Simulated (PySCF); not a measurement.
# Sc₂O: relaxation and vibrations of the singlet

The task is one start of a wider search on Sc₂O: the singlet, from a bent start. It is relaxed, tested by its Hessian and followed downhill if it is a saddle.

Program: PySCF 2.14.0. Level of theory: PBE0, basis O def2-TZVP, Sc def2-TZVP, no relativity, density fitting. These are calculated values, not measurements.

## (1) The system as given

3 atoms, charge 0, spin multiplicity 1.

Bond lengths: O1–Sc2 2.110 Å, O1–Sc3 2.110 Å. Angles: Sc2–O1–Sc3 110.0°.

```xyz
3
charge 0 multiplicity 1
O     0.0000    0.0000   -1.0274
Sc    1.7284    0.0000    0.1828
Sc   -1.7284    0.0000    0.1828
```

## (2) Relaxing the singlet from the bent start

The steps below are one call of a driver around PySCF. For each, scf.py gives the equivalent set-up of the SCF; relaxations use the driver's own optimiser. Before each start the driver seeks the lowest SCF state from one or more starting densities and follows internal instabilities, so scf.py alone need not reach the same state.

The program finds C2v symmetry in the start, which this walk keeps. Threshold on the gradient: 0.0003 Eh/bohr, with a further test on the energy change.

scf.py reads:

```python
from pyscf import gto, scf, dft
mol = gto.M(atom='''
O      0.000000     0.000000    -1.027426
Sc     1.728400    -0.000000     0.182774
Sc    -1.728400     0.000000     0.182774''',
    basis={'O': 'def2-TZVP', 'Sc': 'def2-TZVP'},
    charge=0, spin=0)
mf = dft.RKS(mol, xc='PBE0')
mf.grids.atom_grid = (50, 194)
aux = {'O': 'def2-universal-JKFIT', 'Sc': 'def2-universal-JKFIT'}
mf = mf.density_fit(auxbasis=aux)
mf.kernel()
```

Steps of the walk:

```
step   energy (Eh)  change (kJ/mol)  largest symmetric gradient (Eh/bohr)
   0  -1596.139521             0.00                               0.08689
   1  -1596.172981           -87.85                               0.05998
   2  -1596.187273          -125.37                               0.03974
   3  -1596.191943          -137.63                               0.00993
   4  -1596.192308          -138.59                               0.00325
   5  -1596.192431          -138.91                               0.00275
   6  -1596.192605          -139.37                               0.00336
   7  -1596.192736          -139.72                               0.00139
   8  -1596.192749          -139.75                               0.00014
   9  -1596.192749          -139.75                               0.00007
```

The walk took 14 s on 4 threads, shared host.

It settles in C2v symmetry, 139.7 kJ/mol below the start, after 9 steps: O–Sc 1.820 Å (×2); Sc–O–Sc 136.4°.

## (3) Hessian and properties

The point is checked on the finer grid, and tightened if its gradient asks for it. The Hessian and the dipole derivatives come from central differences of analytic gradients, with steps of 0.01 bohr.

Changes to scf.py since step 2:

```diff
@@ -3,3 +3,3 @@
-O      0.000000     0.000000    -1.027426
-Sc     1.728400    -0.000000     0.182774
-Sc    -1.728400     0.000000     0.182774''',
+O      0.000000     0.000000    -0.580293
+Sc     1.686126    -0.000000     0.105227
+Sc    -1.686126     0.000000     0.105227''',
@@ -9 +9 @@
-mf.grids.atom_grid = (50, 194)
+mf.grids.atom_grid = (75, 302)
```

The driver hands on the density of the step before, so the log starts near convergence.

Log of the central SCF (cycles and frontier levels):

```text
init E= -1596.19279981954
  HOMO = -0.158315280951459  LUMO = -0.087439904972827  gap/eV = 1.92862
cycle= 1 E= -1596.19279981961  delta_E= -7.59e-11  |g|= 1.15e-05  |ddm|= 4.25e-05
  HOMO = -0.158315500541452  LUMO = -0.0874407219780122  gap/eV = 1.92860
cycle= 2 E= -1596.19279981957  delta_E= 4.27e-11  |g|= 2.07e-05  |ddm|= 4.51e-05
  HOMO = -0.158315420503181  LUMO = -0.087440589244945  gap/eV = 1.92860
cycle= 3 E= -1596.1927998197  delta_E= -1.28e-10  |g|= 3.28e-06  |ddm|= 2.5e-05
  HOMO = -0.158315345561151  LUMO = -0.087440480520642  gap/eV = 1.92860
cycle= 4 E= -1596.1927998197  delta_E= -2.05e-12  |g|= 1.86e-06  |ddm|= 6.54e-06
  HOMO = -0.158315356326264  LUMO = -0.0874406315839591  gap/eV = 1.92860
Extra cycle  E= -1596.1927998197  delta_E= -5.46e-12  |g|= 3.42e-06  |ddm|= 1.14e-05
converged SCF energy = -1596.1927998197
```

The whole step took 25 s.

Geometry: C2v; O–Sc 1.820 Å (×2); Sc–O–Sc 135.8°.

Modes, for the most abundant isotopes:

| symmetry | ω (cm⁻¹) | IR (km/mol) |
| --- | --- | --- |
| a1 | 91 | 4.0 |
| a1 | 542 | 14.8 |
| b2 | 804 | 253 |

Every mode is real; the point is a minimum.

Constants and moments:

- Dipole moment: 0.75 D
- Highest occupied level: -4.31 eV
- Lowest empty level: -2.38 eV
- Rotational constants: 2.642, 0.06595, 0.06434 cm⁻¹
- Zero-point energy: 8.6 kJ/mol
- Principal polarisabilities: 161.6, 167.8, 337.1 bohr³
- Atomisation energy without zero-point energy: 886 kJ/mol
- Principal traceless quadrupole moments about the centre of mass: -4.54, -3.07, 7.61 D Å
- Entropy at 298.15 K and 1 bar: 282.1 J/(mol K)
- Heat capacity Cp at 298.15 K: 49.0 J/(mol K)
- Enthalpy at 298.15 K above 0 K: 12.60 kJ/mol
- Rotational symmetry number: 2

Charges (e) and bond orders:

```csv
atom,Mulliken,Löwdin,polar tensor,Mayer order to O1
O1,-0.71,-0.19,-0.86,–
"Sc2,3",0.35,0.09,0.43,1.12
```

Mulliken populations on O1: s 3.90, p 4.79, d 0.02, f 0.00.

## (4) Would spin polarisation lower it?

At the lowest minimum the closed shell is tested against spin polarisation, on the (50, 194) grid. It is unstable: an open-shell solution lies lower. That solution was not followed to a minimum here.

## (5) Summary of results

```
                            quantity                                                            value
                             minimum  singlet, C2v (closed shell, unstable towards spin polarisation)
                            geometry                                O–Sc 1.820 Å (×2); Sc–O–Sc 135.8°
                  wavenumbers (cm⁻¹)                                      91 (a1), 542 (a1), 804 (b2)
                       dipole moment                                                           0.75 D
highest occupied, lowest empty level                                                  -4.31, -2.38 eV
           polar-tensor charge of O1                                                          -0.86 e
                   zero-point energy                                                       8.6 kJ/mol
```

**Reading.** The molecule stays C2v, as typed, and the end point is a minimum. In the infrared the band at 804 cm⁻¹ (b2) leads. Other starts or spin states, not run here, may lie lower. Spin polarisation would lower this closed shell, so its numbers describe a constrained state.

The search up to here took 48 s.
